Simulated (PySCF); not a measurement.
**The bond of EuBr, level by level**

One job finds the state of EuBr, follows it along the bond with each method and fits the curves.

The runs use PySCF 2.14.0; Eu ANO-RCC-VTZP, Br ANO-RCC-VTZP, spin-free X2C with a Gaussian nucleus.

### 1 The job

Settings of the job:

| Quantity | Value |
| --- | --- |
| atoms | Eu, Br |
| charge | 0 |
| basis | Eu ANO-RCC-VTZP, Br ANO-RCC-VTZP |
| Hamiltonian | spin-free X2C with a Gaussian nucleus |
| basis functions | 147 |
| electrons treated | 98 |
| masses in u | 152.9212, 78.9183 |
| levels | PBE0, PBE, r²SCAN, r²SCANh, BLYP, ωB97X, HF, MP2, SCS-MP2 |
| grid | 80 radial by 434 angular points |
| occupations | held fixed by the projection of orbital angular momentum |
| dissociation limit | Eu + Br, each in its ground configuration |
| starting distance in angstrom | 2.625 |
| values of 2S to try | 6, 8 |

Launch:

```bash
> OMP_NUM_THREADS=4 python dia.py task.json out
```

Further steps of the session: PBE0 along the bond; Other states along the same grid; PBE; r²SCAN (meta-GGA); r²SCANh; BLYP; ωB97X (range-separated hybrid); UHF.

**Question.** What will these runs give? Wanted: for each run, Re; ωe; De; μ.

As calculated:

Lowest PBE0 solution found, without spin–orbit coupling: ⁹Σ⁻ (nonet), unpaired electrons σ ↑↑, π ↑↑, δ ↑↑, φ ↑↑, about 7.0 electrons in the 4f shell (Mulliken). State 2 has its PBE0 minimum 0.25 eV higher, as a spin-mixed determinant (⟨S²⟩ = 13.01), so this is no gap between pure states. The other levels ran on the lowest alone.

```
      level  Re (Å)  ωe (cm⁻¹)  De (eV)  μ (D)
        UHF   2.827      182.7     3.37  -5.67
    UHF-MP2   2.692      205.0     4.13    n/a
UHF-SCS-MP2   2.724      199.6     3.87    n/a
        PBE   2.706      195.4     4.06  -5.11
       BLYP   2.745      187.3     3.72  -5.39
     r²SCAN   2.710      198.5     4.42  -5.32
    r²SCANh   2.714      198.2     4.35  -5.41
       PBE0   2.715      196.8     4.03  -5.34
      ωB97X   2.746      192.3     3.57  -5.61
```

De is counted to Eu + Br in their ground configurations. A positive dipole means Eu(−)Br(+).

In words: The methods spread over 0.135 Å in bond length, from UHF-MP2 to UHF. Of the levels with a De here, UHF gives the least (3.37 eV) and r²SCAN the most (4.42 eV).

Correlated steps freeze 27 core orbitals. These are scalar-relativistic numbers at best; spin–orbit coupling would shift them, the dissociation energy most. With d or f electrons several states lie close, and the lowest PBE0 determinant need not be the measured ground state. With spin–orbit coupling the term label itself may not hold.
